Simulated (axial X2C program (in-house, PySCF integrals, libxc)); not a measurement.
**CSnO: bond lengths and stretches, held linear**

One table from this session's results is given with a row withheld; the runs are named, their logs left out.

The runs use an in-house X2C program for linear molecules on PySCF integrals; all-electron X2C, two-component (2c) or spin-free, C dyall-v3z, Sn dyall-v3z, O dyall-av3z.

All values are calculated.

2 further runs of the same task are left out: 2 set aside as unsound or not needed.

The first run:

The input, task.json:

```json
{"zs": [6, 50, 8], "q": 0, "bas": ["dyall-v3z", "dyall-v3z", "dyall-av3z"], "r0": [1.97, 1.87], "symm": 0, "scan": ["PBE0", "HF", "PBE"], "levels": ["PBE0", "HF", "TPSSh"], "nst": 2}
```

Keys: zs atomic numbers; q charge; bas basis sets; r0 starting distance in Å; symm equal bonds; scan levels of the two-bond scan; levels methods; nst determinants followed.

The run is started by

```
> python solin.py task.json out
```

Masses C 12.000, Sn 119.902, O 15.995 u.

Steps of the session up to this table: Scan at PBE0, 2c; Scan at PBE, 2c; Scan at PBE0, spin-free.

One table of the session follows, with a row left open; its other results are not shown here.

```
          level  r(Sn–O) (Å)  lower stretch (cm⁻¹)  upper stretch (cm⁻¹)
       PBE0, 2c        1.818                 505.9                 858.4
        PBE, 2c        1.850                 509.1                 789.3
PBE0, spin-free        1.817                 506.4                 859.4
 PBE, spin-free            ?                     ?                     ?
```

Q: Estimate the row for PBE, spin-free from the others.

The run gave: r(Sn–O) (Å): 1.850; lower stretch (cm⁻¹): 509.5; upper stretch (cm⁻¹): 790.0.

Scans not shown above were run alike.

The molecule was held linear; bending was not examined, so a bent shape may lie lower. Open-shell Ω = 0 determinants with evenly filled partner blocks cannot be reached by this program, so the Ω shown need not be the lowest component. Note: several unpaired electrons, one determinant need not be a pure state.
